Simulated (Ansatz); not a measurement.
# C7H6O2: the cost of one run

Program: Ansatz 0.2.0, Gaussian basis. Level of theory: the settings change from run to run. These are calculated values, not measurements.

## 1. The geometry

The structure was relaxed beforehand with PBE0-D4 in a triple-zeta def2 set.

SMILES `O=C(O)c1ccccc1`, 15 atoms, charge 0, spin multiplicity 1.

Atoms are counted from 1 here; the program's logs count them from 0.

Bond lengths: O1–C2 1.204 Å, C2–O3 1.345 Å, C2–C4 1.480 Å, O3–H10 0.967 Å, C4–C5 1.392 Å, C4–C9 1.392 Å, C5–C6 1.385 Å, C5–H11 1.082 Å, C6–C7 1.388 Å, C6–H12 1.084 Å, C7–C8 1.389 Å, C7–H13 1.084 Å, C8–C9 1.383 Å, C8–H14 1.084 Å, C9–H15 1.083 Å. Angles: O1–C2–O3 122.1°, O1–C2–C4 124.8°, O3–C2–C4 113.1°, C2–O3–H10 106.0°, C2–C4–C5 122.1°, C2–C4–C9 117.9°, C5–C4–C9 120.1°, C4–C5–C6 119.8°, C4–C5–H11 119.6°, C6–C5–H11 120.6°, C5–C6–C7 120.1°, C5–C6–H12 119.9°, C7–C6–H12 120.1°, C6–C7–C8 120.2°, C6–C7–H13 119.9°, C8–C7–H13 119.9°, C7–C8–C9 119.9°, C7–C8–H14 120.1° and more.

## 2. B2PLYP/aug-cc-pVDZ

Input file in.yaml:

```yaml
crystal:
  periodic: [false, false, false]
  atoms:
    - {symbol: O, position_ang: [2.551025, -0.838918, 1.241975]}
    - {symbol: C, position_ang: [2.041903, -0.174799, 0.376581]}
    - {symbol: O, position_ang: [2.770914, 0.561806, -0.481008]}
    - {symbol: C, position_ang: [0.585214, -0.074082, 0.136293]}
    - {symbol: C, position_ang: [0.056881, 0.712068, -0.883505]}
    - {symbol: C, position_ang: [-1.314595, 0.771565, -1.066006]}
    - {symbol: C, position_ang: [-2.158325, 0.049315, -0.234150]}
    - {symbol: C, position_ang: [-1.632146, -0.735259, 0.783587]}
    - {symbol: C, position_ang: [-0.262934, -0.797491, 0.969219]}
    - {symbol: H, position_ang: [3.695198, 0.422086, -0.234427]}
    - {symbol: H, position_ang: [0.722639, 1.271904, -1.527358]}
    - {symbol: H, position_ang: [-1.727512, 1.383172, -1.859593]}
    - {symbol: H, position_ang: [-3.231583, 0.097938, -0.379525]}
    - {symbol: H, position_ang: [-2.292565, -1.298597, 1.432260]}
    - {symbol: H, position_ang: [0.173986, -1.401410, 1.755057]}
basis:
  gaussian: {orbitals: aug-cc-pVDZ}
hamiltonian: {xc: {name: B2PLYP}}
output: {forces: true}
```

Started as:

```sh
> ansatz run in.yaml --threads 2 --pin off --events-out ev --progress --plain --max-ram 32768MiB --backend cpu
```

**Question.** How long does this run take on 2 threads of AMD EPYC 7R13, shared host, and how much memory does it need?

About 53 s, with a peak of 1.3 GiB.
